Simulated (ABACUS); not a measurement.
Runs of ABACUS 3.10.1 on Ti. The cell holds a slab with vacuum, 5 atoms: a = 2.950 Å, b = 2.950 Å, c = 24.372 Å, α = 90.00°, β = 90.00°, γ = 120.00°. The slab is cut from a database's or a generator's crystal, which needn't be the stable form of the element.

```csv
level,gap on the mesh (eV),largest force (eV/Å),work function (eV)
PBE,none,0.64,3.19
AM05,none,0.79,3.22
PW91,none,(a),-
PBEsol,none,0.81,-
LDA,none,(b),-
```

Alike in all rows: task single point; potentials or basis SG15 ONCV 1.2 PBE, DZP LCAO (the cutoffs set its grid); no spin polarisation; cell as given; k mesh 10 × 10 × 1; cutoff (eV) 1361; smearing fermi-dirac 0.05 eV.

Estimate the missing entries.

(a) 0.65; (b) 1.01.

Caveats: the atomic orbitals were generated for these runs and aren't a published set; the basis of atomic orbitals isn't converged, which shifts pressures, moduli and gaps; the potentials were made for another functional, which shifts forces and pressure (some runs); confined orbitals describe the vacuum poorly, which shifts work functions (some runs).

A gap of «none» marks a metal or a gap under the smearing width.
